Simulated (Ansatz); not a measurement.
**TiAs: further runs on the relaxed cell**

The task here is to estimate one member of a computed series from the others.

Computed with Ansatz 0.2.0 (DFT r2SCAN, scalar-relativistic, plane waves, PAW, unless a step's input says otherwise).

1 further run of the same task is left out (set aside as unsound or not needed).

### The starting structure

The structure is hexagonal, space group P6_3/mmc (No. 194). Conventional cell: a = 3.671 Å, b = 3.671 Å, c = 6.040 Å, α = 90.00°, β = 90.00°, γ = 120.00°. Ti (site symmetry -3m) is surrounded by 6 As at 2.60 Å. As (site symmetry -6m2) has 6 Ti at 2.60 Å as nearest neighbours.

Structure file:

```xyz
4
Lattice="3.6706 0.0000 0.0000 -1.8353 3.1788 0.0000 0.0000 0.0000 6.0403" Properties=species:S:1:pos:R:3 pbc="T T T"
Ti    0.0000    0.0000    3.0201
Ti    0.0000    0.0000    0.0000
As    1.8353    1.0596    4.5302
As    0.0000    2.1192    1.5101
```

It goes back to an entry of the Materials Project.

This cell was relaxed beforehand with the same method: volume 17.62 Å³/atom, gap on the mesh none (metal).

Set-up of the first run:

Input file input.yaml:

```yaml
crystal:
  lattice:
    - [3.6705782725, 0.0, 0.0]
    - [-1.8352891362, 3.1788140305, 0.0]
    - [0.0, 0.0, 6.0402727071]
  atoms:
    - { symbol: Ti, position: [0.0, 0.0, 0.5] }
    - { symbol: Ti, position: [0.0, 0.0, 0.0] }
    - { symbol: As, position: [0.6666666667, 0.3333333333, 0.75] }
    - { symbol: As, position: [0.3333333333, 0.6666666667, 0.25] }
basis:
  ecutwfc: 500
kpoints:
  mp_grid: { grid: [12, 12, 8] }
  band_path:
    path:
      - [[0.0, 0.0, 0.0], [0.5, 0.0, 0.0], [0.33333333, 0.33333333, 0.0], [0.0, 0.0, 0.0], [0.0, 0.0, 0.5], [0.5, 0.0, 0.5], [0.33333333, 0.33333333, 0.5], [0.0, 0.0, 0.5]]
      - [[0.5, 0.0, 0.5], [0.5, 0.0, 0.0]]
      - [[0.33333333, 0.33333333, 0.5], [0.33333333, 0.33333333, 0.0]]
    npoints: 14
hamiltonian:
  xc: r2scan
scf:
  occupations: { method: gaussian, width: 0.1 }
  n_extra_bands: 10
output:
  forces: true
  stress: true
  eigenvalues: true
  populations: true
  dos: { projected: true, de: 0.02, nscf_kmesh: { grid: [18, 18, 12] } }
  bader: true
  write_density: true
  write_potential: true
  elf: true
  volumetric_format: npy
```

The run is started by

```
$ ansatz run input.yaml --threads 1 --pin off --max-ram 2560MiB --backend cpu --events-out ev --progress --plain --runs-dir out
```

Steps of the session up to this table: Static run: bands, density of states and charges; Back to the database's cell; Volume × 0.97; Volume × 1.03; The cell scaled to 0.94 of its volume; Point at V/V0 = 1.06; Volume × 0.91; Volume × 1.10; Point at V/V0 = 0.88.

One table of the session follows, with a row left open; its other results are not shown here.

It belongs to the step «Fit of the equation of state». 

| volume (Å³/atom) | energy above the lowest point (meV/atom) | pressure (GPa) |
| --- | --- | --- |
| 15.505 | 120.0 | 20.28 |
| 16.034 | 63.8 | 13.98 |
| 16.562 | ? | ? |
| 17.091 | 6.3 | 3.96 |
| 17.620 | 0.0 | 0.03 |
| 18.148 | 5.6 | -3.34 |
| 18.677 | 21.6 | -6.26 |
| 19.382 | 56.7 | -9.55 |

Estimate the missing values for volume (Å³/atom) = 16.562.

Worked estimate for «energy above the lowest point (meV/atom)». A straight line through the neighbours (16.034, 63.8) and (17.091, 6.3) gives 63.8 + (6.3 − 63.8) × (16.562 − 16.034) / (17.091 − 16.034) = 35.1; a parabola fitted to 4 rows on both sides gives 26.8.

**Answer.** energy above the lowest point (meV/atom): 26.8; pressure (GPa): 8.58. In «energy above the lowest point (meV/atom)» the line misses by +8.3 and the parabola by 0.0.
